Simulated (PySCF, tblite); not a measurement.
**C₉H₉N₃: infrared bands and NMR shifts**

Wanted: the infrared bands and NMR shifts of C₉H₉N₃ (`Cc1ccccc1-n1nccn1`), by calculation.

The runs use tblite 0.8.0 and PySCF 2.14.0, with density-fitted response routines of our own; the level of theory stands in each step. All values are computed, except where a source is named. Atoms count from 0, in the outputs and in this text.

**1. The molecule as given**

21 atoms, charge 0, multiplicity 1; geometry from: GFN2-xTB.

Bonds of the start (Å): C0–C1 1.49, C1–C2 1.39, C2–C3 1.38, C3–C4 1.39, C4–C5 1.38, C5–C6 1.39, C6–N7 1.40, N7–N8 1.32, N8–C9 1.32, C9–C10 1.40, C10–N11 1.32, C6–C1 1.40, N11–N7 1.32, C0–H12 1.09, C0–H13 1.09, C0–H14 1.09, C2–H15 1.08, C3–H16 1.08, C4–H17 1.08, C5–H18 1.08, C9–H19 1.07, C10–H20 1.07.

**2. Vibrational analysis with GFN2-xTB**

What the job is given:

```
{"job": {"kind": "ir", "xc": "GFN2-xTB", "basis": "xTB"}, "charge": 0, "multiplicity": 1}
C     -0.962835     1.978821     0.118582
C     -1.123683     0.494669     0.051601
C     -2.399672    -0.058897     0.058099
C     -2.608703    -1.424157    -0.001778
C     -1.524036    -2.282728    -0.070874
C     -0.245958    -1.764536    -0.079161
C     -0.039696    -0.387864    -0.018078
N      1.289931     0.047842    -0.030857
N      2.284968    -0.815972    -0.095708
C      3.379409    -0.078031    -0.087639
C      2.992655     1.263734    -0.015482
N      1.672476     1.305663     0.018585
H     -0.426821     2.346738    -0.753704
H     -0.379328     2.263447     0.991603
H     -1.935919     2.461395     0.167977
H     -3.250841     0.604629     0.111717
H     -3.614434    -1.816798     0.005233
H     -1.671720    -3.350593    -0.118233
H      0.616980    -2.408495    -0.132148
H      4.354050    -0.516402    -0.132002
H      3.584255     2.154476     0.011794
```

**Question.** This job is followed by: GIAO PBE0/pcSseg-1 NMR shielding, non-relativistic, gas phase. Predict these results of the whole session: strongest single infrared mode (GFN2-xTB); zero-point energy (GFN2-xTB); ¹³C shifts against TMS (PBE0/pcSseg-1, means over atoms taken as alike); ¹H shifts against TMS (PBE0/pcSseg-1, means over atoms taken as alike); ¹⁵N shifts against NH3 (PBE0/pcSseg-1, means over atoms taken as alike).

The runs gave:

| quantity | value |
| --- | --- |
| strongest single infrared mode (GFN2-xTB) | 1343 cm⁻¹, 50 km/mol |
| zero-point energy (GFN2-xTB) | 102.7 kcal/mol |
| ¹³C shifts against TMS (PBE0/pcSseg-1, means over atoms taken as alike) | 141.0, 138.7, 137.3, 135.0, 133.1, 132.1, 126.9, 28.4 ppm |
| ¹H shifts against TMS (PBE0/pcSseg-1, means over atoms taken as alike) | 9.21, 7.88, 7.66, 7.61, 7.50, 3.10 ppm |
| ¹⁵N shifts against NH3 (PBE0/pcSseg-1, means over atoms taken as alike) | 357.1, 290.7 ppm |

What this shows: No mode is imaginary among the 57: a minimum at this level. The strongest single mode, at 1343 cm⁻¹, is spread over several atoms, N11, N8, C10, C9 among them. Unscaled tight-binding wavenumbers are off by several per cent, some by more. Its intensities can rank the bands wrongly. At PBE0/pcSseg-1: The largest span, 527 ppm, is at N8, N11, where the paramagnetic term is -414 ppm. NICS(1)zz of -26 ppm above the planar ring from C1 marks a diatropic (aromatic) ring current. NICS(1)zz of -31 ppm above the planar ring from N7 marks a diatropic (aromatic) ring current.
